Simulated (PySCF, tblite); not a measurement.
# C₂H₉BSi₂ (triplet), a small gas-phase stand-in for a defect centre: EPR parameters

What EPR parameters should one expect for `[SiH3]B[C]C[SiH3]`? It is drawn as: twofold C.

Computed with tblite 0.8.0 and PySCF 2.14.0; each step states its level. No surroundings beyond the atoms listed, unless a continuum is named. Atoms count from 0, parts from 1.

## 1. The system as given

14 atoms, charge 0, multiplicity 3; geometry: distance geometry start.

## 2. Relaxing the cluster with GFN2-xTB

Job settings and geometry (Å):

```
{"job": {"kind": "relax", "xc": "GFN2-xTB", "basis": "xTB"}, "charge": 0, "multiplicity": 3}
C      0.078041     0.688429     0.199183
C     -0.391512    -0.702865     0.242601
Si    -1.492753    -0.909940     1.712766
B      0.752649     2.097365    -0.054504
Si     2.031861     2.154928    -1.543501
H     -0.901668    -0.916368    -0.602325
H      0.438515    -1.345335     0.348917
H     -2.234735     0.283580     1.935307
H     -0.716356    -1.209680     2.835190
H     -2.382726    -1.987142     1.453285
H      1.028913     2.679976     0.878231
H      1.394300     2.807761    -2.656600
H      2.397685     0.854481    -1.903047
H      3.168359     2.885472    -1.114269
```

Method: GFN2-xTB geometry optimisation, gas phase.

Started as:

```bash
$ OMP_NUM_THREADS=1 python cluster_run.py task.json out
```

This one command runs all jobs of the session in turn.

The program printed:

```text
step      E/eV     max force
  0    -363.42689    4.302
  1    -364.02850    2.060
  2    -364.19543    1.330
  3    -364.24849    0.826
  4    -364.29911    0.728
  5    -364.33082    0.522
  6    -364.35566    0.366
  7    -364.37017    0.251
  8    -364.37829    0.263
  9    -364.38636    0.280
 10    -364.39412    0.249
 11    -364.40193    0.202
 12    -364.40729    0.162
 13    -364.41129    0.170
 14    -364.41567    0.168
 15    -364.42019    0.172
 16    -364.42397    0.130
 17    -364.42707    0.147
 18    -364.42989    0.168
 19    -364.43294    0.151
 20    -364.43637    0.150
 21    -364.43950    0.151
 22    -364.44201    0.175
 23    -364.44412    0.149
 24    -364.44584    0.095
 25    -364.44701    0.082
 26    -364.44776    0.064
 27    -364.44836    0.065
 28    -364.44900    0.056
 29    -364.44961    0.056
 30    -364.45019    0.059
 31    -364.45085    0.074
 32    -364.45176    0.090
 33    -364.45280    0.090
 34    -364.45362    0.059
 35    -364.45414    0.058
 36    -364.45459    0.060
 37    -364.45528    0.088
 38    -364.45628    0.102
 39    -364.45724    0.084
 40    -364.45782    0.051
 41    -364.45823    0.055
 42    -364.45874    0.075
 43    -364.45971    0.142
 44    -364.46147    0.211
 45    -364.46387    0.235
 46    -364.46618    0.179
 47    -364.46792    0.084
 48    -364.46898    0.085
 49    -364.47017    0.103
 50    -364.47168    0.121
 51    -364.47276    0.084
 52    -364.47321    0.056
 53    -364.47359    0.054
 54    -364.47388    0.046
 55    -364.47450    0.041
 56    -364.47478    0.033
 57    -364.47503    0.026
 58    -364.47514    0.021
 59    -364.47524    0.022
 60    -364.47537    0.036
 61    -364.47556    0.042
 62    -364.47577    0.032
 63    -364.47595    0.029
 64    -364.47607    0.021
 65    -364.47616    0.019
 66    -364.47623    0.016
 67    -364.47628    0.018
 68    -364.47632    0.019
 69    -364.47639    0.024
 70    -364.47654    0.039
 71    -364.47680    0.049
 72    -364.47714    0.052
 73    -364.47750    0.050
 74    -364.47784    0.050
 75    -364.47828    0.059
 76    -364.47908    0.078
 77    -364.48048    0.100
 78    -364.48229    0.145
 79    -364.48459    0.180
 80    -364.48757    0.195
 81    -364.49089    0.212
 82    -364.49131    0.304
 83    -364.49796    0.149
 84    -364.50122    0.119
 85    -364.50677    0.181
 86    -364.50993    0.189
 87    -364.51814    0.289
 88    -364.52502    0.249
 89    -364.52964    0.292
 90    -364.52824    0.306
 91    -364.53724    0.266
 92    -364.53724    0.380
 93    -364.54432    0.152
 94    -364.54823    0.129
 95    -364.55288    0.141
 96    -364.55630    0.134
 97    -364.55847    0.115
 98    -364.56160    0.132
 99    -364.56600    0.115
100    -364.56789    0.107
101    -364.56909    0.123
102    -364.57032    0.090
103    -364.57245    0.089
104    -364.57423    0.090
105    -364.57565    0.143
106    -364.57706    0.089
107    -364.57877    0.123
108    -364.58082    0.091
109    -364.58262    0.102
110    -364.58472    0.099
111    -364.58649    0.120
112    -364.58806    0.119
113    -364.58956    0.124
114    -364.59127    0.109
115    -364.59262    0.081
116    -364.59365    0.086
117    -364.59480    0.105
118    -364.59678    0.158
119    -364.60048    0.211
120    -364.60550    0.259
121    -364.61023    0.196
122    -364.61381    0.184
123    -364.61522    0.202
124    -364.61729    0.123
125    -364.61878    0.082
126    -364.62076    0.111
127    -364.62275    0.180
128    -364.62537    0.163
129    -364.62848    0.113
130    -364.63177    0.075
131    -364.63287    0.065
132    -364.63359    0.083
133    -364.63432    0.079
134    -364.63541    0.062
135    -364.63674    0.096
136    -364.63738    0.098
137    -364.63821    0.096
138    -364.63918    0.080
139    -364.64009    0.069
140    -364.64081    0.063
141    -364.64136    0.065
142    -364.64166    0.072
143    -364.64219    0.062
144    -364.64256    0.043
145    -364.64291    0.042
146    -364.64314    0.040
147    -364.64352    0.044
148    -364.64397    0.055
149    -364.64446    0.065
150    -364.64498    0.066
151    -364.64559    0.077
152    -364.64622    0.076
153    -364.64687    0.094
154    -364.64762    0.122
155    -364.64852    0.116
156    -364.64947    0.073
157    -364.65023    0.064
158    -364.65066    0.052
159    -364.65103    0.065
160    -364.65147    0.073
161    -364.65197    0.052
162    -364.65234    0.039
163    -364.65251    0.029
164    -364.65264    0.029
165    -364.65282    0.037
166    -364.65302    0.034
167    -364.65320    0.032
168    -364.65331    0.022
169    -364.65338    0.022
170    -364.65342    0.019
171    -364.65347    0.013
172    -364.65349    0.011
173    -364.65352    0.010
174    -364.65354    0.010
175    -364.65355    0.011
176    -364.65357    0.010
177    -364.65359    0.012
178    -364.65361    0.012
179    -364.65363    0.014
180    -364.65365    0.015
181    -364.65367    0.016
182    -364.65369    0.016
183    -364.65372    0.014
184    -364.65374    0.015
185    -364.65376    0.013
186    -364.65378    0.019
187    -364.65380    0.017
188    -364.65381    0.010
189    -364.65382    0.008
190    -364.65383    0.008
191    -364.65384    0.010
192    -364.65385    0.007
```

It took 5.4 s on 1 thread of Arm Neoverse N1, shared host.

Along the way:

```tsv
step	energy from step 0 (eV)	largest force (eV/Å)
0	0.0000	4.3017
8	-0.9514	0.2630
16	-0.9971	0.1295
24	-1.0189	0.0950
32	-1.0249	0.0908
40	-1.0309	0.0508
48	-1.0421	0.0846
56	-1.0479	0.0329
64	-1.0492	0.0209
72	-1.0503	0.0520
80	-1.0607	0.1948
88	-1.0981	0.2491
96	-1.1294	0.1336
104	-1.1473	0.0893
112	-1.1612	0.1196
120	-1.1786	0.2599
128	-1.1985	0.1633
136	-1.2105	0.0977
144	-1.2157	0.0428
152	-1.2193	0.0766
160	-1.2246	0.0728
168	-1.2264	0.0216
176	-1.2267	0.0099
184	-1.2269	0.0145
192	-1.2270	0.0073
```

Distances of close pairs at the start and the end, largest changes first:

```tsv
bond	before (Å)	after (Å)	change (Å)
C0–B3	1.583	1.453	-0.130
C1–H5	1.010	1.100	+0.090
C1–Si2	1.849	1.937	+0.088
Si4–H12	1.398	1.476	+0.078
Si2–H8	1.397	1.462	+0.065
Si4–H13	1.418	1.472	+0.054
C0–C1	1.469	1.421	-0.048
Si2–H9	1.421	1.466	+0.044
```

## 3. Relaxing the molecule at PBE0-D3(BJ)/def2-SVP

Job settings and geometry (Å):

```
{"job": {"xc": "PBE0", "basis": "def2-SVP", "d3": "d3bj", "grid": 2, "kind": "geom", "shake": 0.01}, "charge": 0, "multiplicity": 3}
C      0.807315    -0.129379     0.982650
C      0.159250    -1.349774     0.672620
Si    -1.769906    -1.092796     0.810410
B      1.273241     1.176730     0.453519
Si     0.975220     1.511215    -1.492062
H      0.360183    -1.697565    -0.348967
H      0.443649    -2.145058     1.375965
H     -2.153992    -0.123561    -0.202780
H     -2.054984    -0.600836     2.184362
H     -2.370226    -2.403311     0.607588
H      1.734528     1.997573     1.137534
H     -0.325393     2.141982    -1.751599
H      0.958519     0.298157    -2.307658
H      1.956119     2.402016    -2.107174
```

The program printed:

```text
step   0  E = -684.68457210  max force = 0.023462
step   1  E = -684.69004426  max force = 0.004037
step   2  E = -684.69015991  max force = 0.000824
step   3  E = -684.69020741  max force = 0.001249
step   4  E = -684.69022752  max force = 0.001124
step   5  E = -684.69026120  max force = 0.000847
step   6  E = -684.69028275  max force = 0.000714
step   7  E = -684.69030403  max force = 0.000688
step   8  E = -684.69031982  max force = 0.000993
step   9  E = -684.69033337  max force = 0.000838
step  10  E = -684.69034397  max force = 0.000371
optimisation converged
```

It took 3.6 min on 1 thread of Arm Neoverse N1, shared host; peak memory 0.71 GiB.

Relaxation path:

```tsv
step	energy from step 0 (eV)	largest force component (eV/Å)
0	0.0000	1.2065
1	-0.1489	0.2076
2	-0.1521	0.0424
3	-0.1533	0.0642
4	-0.1539	0.0578
5	-0.1548	0.0436
6	-0.1554	0.0367
7	-0.1560	0.0354
8	-0.1564	0.0511
9	-0.1568	0.0431
10	-0.1571	0.0191
```

Close pairs (by a distance rule), those that changed most:

```tsv
bond	before (Å)	after (Å)	change (Å)
B3–H10	1.164	1.212	+0.048
Si4–H12	1.462	1.501	+0.039
Si2–H9	1.456	1.494	+0.038
Si4–H13	1.461	1.499	+0.038
Si2–H7	1.454	1.491	+0.038
C1–Si2	1.951	1.917	-0.035
B3–Si4	1.996	2.030	+0.033
Si4–H11	1.469	1.502	+0.033
```

The final coordinates are the input of the step that follows.

```tsv
at the end point	value
point group (found at 0.08 Å tolerance)	C1
rotational constants (GHz, main isotopes)	5.124, 1.381, 1.207
dipole moment (D)	2.29
⟨S²⟩	2.008
```

## 4. g tensor and hyperfine couplings: B3LYP/IGLO-III+pcH-1

Job settings and geometry (Å):

```
{"job": {"kind": "epr"}, "charge": 0, "multiplicity": 3}
C      0.883210    -0.148364     1.038513
C      0.243336    -1.408428     0.763002
Si    -1.654894    -1.145955     0.731168
B      1.273653     1.167982     0.452842
Si     0.901703     1.527545    -1.509956
H      0.510456    -1.810355    -0.236059
H      0.455405    -2.186782     1.519039
H     -1.986067    -0.150585    -0.328878
H     -2.109633    -0.644463     2.059271
H     -2.313130    -2.452399     0.427686
H      1.783875     2.034794     1.128468
H     -0.286101     2.437165    -1.637428
H      0.578526     0.276895    -2.274402
H      2.050380     2.198704    -2.200439
```

With the program's defaults for keys left out, this is: UKS B3LYP, IGLO-III on B C Si, pcH-1 on H, non-relativistic, mean-field spin-orbit, GIAO.

The program printed:

```text
UKS, coarse grid
  cycle   1  E = -685.40076858  |g| = 2.41e-01
  cycle   2  E = -685.41144635  |g| = 1.96e-01
  cycle   3  E = -685.43197677  |g| = 4.42e-02
  cycle   4  E = -685.43317078  |g| = 2.21e-02
  cycle   5  E = -685.43349282  |g| = 9.45e-03
  cycle   6  E = -685.43355976  |g| = 2.19e-03
  cycle   7  E = -685.43356650  |g| = 8.60e-04
UKS, final grid
  cycle   1  E = -685.43354262  |g| = 9.52e-04
  cycle   2  E = -685.43354221  |g| = 1.31e-03
  cycle   3  E = -685.43354318  |g| = 1.59e-04
  cycle   4  E = -685.43354320  |g| = 4.57e-05
  cycle   5  E = -685.43354320  |g| = 2.30e-05
E = -685.43354320 Eh   <S^2> = 2.0068 (exact 2.0000)
g shifts (ppm)      1          2          3
  rmc          -133       -133       -133
  gc             28         13         -4
  oz_so        -132        181        534
  total        -236         61        396
hyperfine (MHz)  atom isotope    a_iso     a_fc   dipolar eigenvalues
    0   13C     102.89     103.02    -60.81     12.94     47.87
    1   13C      -7.61      -7.61     -4.02      0.84      3.18
    2  29Si     -54.58     -54.65     -8.76      3.99      4.77
    3   11B      -5.68      -5.67    -10.96     -1.04     12.00
    4  29Si     -50.00     -50.07    -10.76      5.06      5.70
    5    1H      73.55      73.54     -4.03     -2.53      6.57
    6    1H      57.74      57.74     -4.40     -3.71      8.11
    7    1H      -2.05      -2.05     -2.29     -1.41      3.71
    8    1H      -1.53      -1.53     -2.23     -1.53      3.76
    9    1H      16.58      16.58     -1.39     -0.90      2.29
   10    1H      37.92      37.92     -6.19     -3.23      9.42
   11    1H      16.63      16.63     -1.72     -0.97      2.69
   12    1H      -1.46      -1.46     -2.13     -1.22      3.35
   13    1H      15.07      15.07     -1.60     -0.87      2.47
zero-field splitting (cm-1)  D = 0.4159  E = 0.0127  (spin-spin 0.3737, spin-orbit 0.0439)
```

Run time: 2.3 min. Hardware: 1 thread of Arm Neoverse N1, shared host; peak memory 1 GiB.

Principal g values 2.00208, 2.00238, 2.00272; g(iso) = 2.00239, against 2.00232 for a free electron.

Hyperfine couplings, nucleus by nucleus at this fixed geometry (no averaging over rotations):

```tsv
nuclei	isotope	a(iso) (MHz)	a(iso) (G, at g = 2.0023)	largest dipolar term (MHz)
C0	13C	102.9	36.7	-60.8
H5	1H	73.5	26.2	6.6
H6	1H	57.7	20.6	8.1
Si2	29Si	-54.6	-19.5	-8.8
Si4	29Si	-50.0	-17.8	-10.8
H10	1H	37.9	13.5	9.4
H11	1H	16.6	5.9	2.7
H9	1H	16.6	5.9	2.3
H13	1H	15.1	5.4	2.5
C1	13C	-7.6	-2.7	-4.0
B3	11B	-5.7	-2.0	12.0
H7	1H	-2.0	-0.7	3.7
H8	1H	-1.5	-0.5	3.8
H12	1H	-1.5	-0.5	3.3
```

Zero-field splitting: D = 0.416 cm⁻¹ (spin-spin 0.374, spin-orbit 0.044), E = 0.013 cm⁻¹.

Mulliken spin populations:

C0 1.46; C1 -0.09; Si2 0.06; B3 0.31; Si4 0.07; H5 0.07; H6 0.04; H7 0.00; H8 0.00; H9 0.02; H10 0.03; H11 0.02; H12 0.00; H13 0.02

## 5. EPR parameters: BHandHLYP/IGLO-III+pcH-1

Same as in step 4 but for these lines:

```diff
@@ -1,2 +1,2 @@
-{"job": {"kind": "epr"}, "charge": 0, "multiplicity": 3}
+{"job": {"kind": "epr", "xc": "BHandHLYP"}, "charge": 0, "multiplicity": 3}
 C      0.883210    -0.148364     1.038513
```

Method: UKS BHandHLYP, IGLO-III on B C Si, pcH-1 on H, non-relativistic, mean-field spin-orbit, GIAO.

The program printed:

```text
UKS, coarse grid
  cycle   1  E = -685.27030729  |g| = 2.04e-01
  cycle   2  E = -685.30355470  |g| = 8.61e-02
  cycle   3  E = -685.30872153  |g| = 3.22e-02
  cycle   4  E = -685.31016100  |g| = 1.26e-02
  cycle   5  E = -685.31042762  |g| = 6.28e-03
  cycle   6  E = -685.31051305  |g| = 2.40e-03
  cycle   7  E = -685.31052412  |g| = 8.74e-04
  cycle   8  E = -685.31052577  |g| = 2.63e-04
UKS, final grid
  cycle   1  E = -685.31050911  |g| = 1.55e-04
  cycle   2  E = -685.31050914  |g| = 1.09e-04
  cycle   3  E = -685.31050915  |g| = 3.83e-05
  cycle   4  E = -685.31050916  |g| = 2.14e-05
E = -685.31050916 Eh   <S^2> = 2.0099 (exact 2.0000)
g shifts (ppm)      1          2          3
  rmc          -133       -133       -133
  gc             27         12         -9
  oz_so        -234        163        473
  total        -340         42        331
hyperfine (MHz)  atom isotope    a_iso     a_fc   dipolar eigenvalues
    0   13C     124.98     125.11    -63.26     14.64     48.62
    1   13C     -13.19     -13.19     -3.81      0.46      3.35
    2  29Si     -55.59     -55.65     -8.30      3.64      4.66
    3   11B     -11.21     -11.20    -10.41      0.05     10.35
    4  29Si     -47.63     -47.70     -9.69      4.45      5.25
    5    1H      74.80      74.80     -3.89     -2.69      6.58
    6    1H      58.77      58.77     -4.51     -3.75      8.26
    7    1H      -2.17      -2.17     -2.31     -1.51      3.82
    8    1H      -1.70      -1.70     -2.26     -1.61      3.87
    9    1H      15.46      15.46     -1.34     -0.91      2.25
   10    1H      35.37      35.37     -6.03     -3.18      9.21
   11    1H      13.28      13.28     -1.63     -1.01      2.64
   12    1H      -2.01      -2.01     -2.08     -1.34      3.41
   13    1H      13.04      13.04     -1.49     -0.88      2.37
zero-field splitting (cm-1)  D = 0.4640  E = 0.0168  (spin-spin 0.4265, spin-orbit 0.0383)
```

Run time: 2.5 min. Hardware: 1 thread of Arm Neoverse N1, shared host; peak memory 1.1 GiB.

In short: g(iso) 2.00233.

## 6. Run by run: EPR parameters

g, ⟨S²⟩ and isotropic hyperfine couplings (MHz), with basis size and wall time:

```tsv
run	g(iso)	⟨S²⟩	13C C0	1H H5	1H H6	29Si Si2	29Si Si4	functions	time
B3LYP/IGLO-III+pcH-1	2.00239	2.007	102.9	73.5	57.7	-54.6	-50.0	283	2.3 min
BHandHLYP/IGLO-III+pcH-1	2.00233	2.010	125.0	74.8	58.8	-55.6	-47.6	283	2.5 min
```

## 7. Summary of results

| quantity | value |
| --- | --- |
| point group | C1 |
| rotational constants (main isotopes) | 5.12, 1.38, 1.21 GHz |
| D, E (B3LYP) | 0.416, 0.013 cm⁻¹ |
| g(iso) (B3LYP) | 2.00239 |
| ⟨S²⟩ | 2.007 (exact 2.00) |
| largest a(iso) | 13C on C0, 102.9 MHz |

In words: The start of the PBE0/def2-SVP relaxation was shaken at random by about 0.01 Å, so part of the energy gained, and of the first lengths quoted, undoes that. Over 10 steps the energy fell by 0.157 eV; of the close pairs, B3–H10 changed most, 1.164 to 1.212 Å (PBE0/def2-SVP). Most of the unpaired spin sits on C0 (1.46 e). The isotropic g lies 0.1 ppt above the free-electron value. The coupling of 13C on C0 runs from 102.9 (B3LYP/IGLO-III+pcH-1) to 125.0 MHz (BHandHLYP/IGLO-III+pcH-1). The triplet was assumed; the singlet may lie lower. A capped cluster stands for the solid here, so long-range fields and strain are missing, and bands or shifts of the capping hydrogens have no counterpart in it.
